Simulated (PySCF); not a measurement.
# CH5BBrN: the cost of one run

Computed with PySCF 2.14.0, with density-fitted response routines of our own, on a single molecule in the gas phase. Atoms count from 0, in the outputs and in this text.

### Step 1. The molecule as given

9 atoms, charge 0, multiplicity 1; geometry from: GFN2-xTB. The atoms were then displaced at random by about 0.01 Å, so the start is not that level's minimum.

Bonds of the start (Å): C0–B1 1.57, B1–N2 1.37, B1–Br3 1.91, C0–H4 1.08, C0–H5 1.08, C0–H6 1.11, N2–H7 1.04, N2–H8 1.00.

### Step 2. Geometry optimisation at PBE0-D3(BJ)/def2-SVP

Job settings and geometry (Å):

```
{"job": {"xc": "PBE0", "basis": "def2-SVP", "d3": "d3bj", "grid": 1, "shake": 0.01, "kind": "geom"}, "charge": 0, "multiplicity": 1}
C     -1.134850    -0.334630     0.143630
B      0.191640     0.478720    -0.083550
N      1.401050    -0.159940    -0.137640
Br     0.238020     2.379720    -0.281780
H     -1.226430    -1.188110    -0.519960
H     -1.228240    -0.674670     1.160510
H     -2.027830     0.300720    -0.037780
H      2.313150     0.328330    -0.263520
H      1.531300    -1.147290    -0.013640
```

Run with:

```sh
$ OMP_NUM_THREADS=1 python probes_run.py task.json out
```

This one command runs all jobs of the session in turn.

**Question.** How long does this first job take on 1 thread of Arm Neoverse V1, shared host, and how much memory does it need?

About 59 s, with a peak of 0.4 GiB.
